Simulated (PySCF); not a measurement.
# C2H8FNSi: the cost of one run

The runs use PySCF 2.14.0, with density-fitted response routines of our own; the level of theory stands in each step. All values are computed, except where a source is named. Atoms are numbered from 0 throughout.

### 1 Starting geometry

13 atoms, charge 0, multiplicity 1; geometry from: GFN2-xTB. The atoms were then displaced at random by about 0.01 Å, so the start is not that level's minimum.

Bonds of the start (Å): C0–N1 1.42, N1–Si2 1.70, Si2–C3 1.93, Si2–F4 1.63, C0–H5 1.09, C0–H6 1.12, C0–H7 1.09, N1–H8 0.99, Si2–H9 1.47, C3–H10 1.08, C3–H11 1.10, C3–H12 1.03.

### 2 Relaxing the molecule at PBE0-D3(BJ)/def2-SVP

The job: settings as JSON, then the geometry in Å.

```
{"job": {"xc": "PBE0", "basis": "def2-SVP", "d3": "d3bj", "grid": 1, "shake": 0.01, "kind": "geom"}, "charge": 0, "multiplicity": 1}
C     -1.742190     0.542610     0.142180
N     -0.853820    -0.051330    -0.796640
Si     0.571450    -0.872330    -0.376470
C      1.755830     0.291160     0.604330
F      1.237250    -1.207520    -1.821410
H     -2.527280    -0.127030     0.498680
H     -2.258810     1.410260    -0.335020
H     -1.185770     0.941540     0.988160
H     -1.319210    -0.346170    -1.615720
H      0.471790    -2.190390     0.266830
H      1.741330     1.277890     0.174260
H      1.404250     0.395920     1.645380
H      2.711010    -0.081500     0.615130
```

On the command line:

```
$ OMP_NUM_THREADS=1 python probes_run.py task.json out
```

The driver reads the jobs from task.json and runs them one after another.

Q: Estimate the wall time and peak memory of this first job on 1 thread of Intel Xeon Platinum 8175M at 2.50GHz, shared host.

About 1.8 min, with a peak of 0.49 GiB.
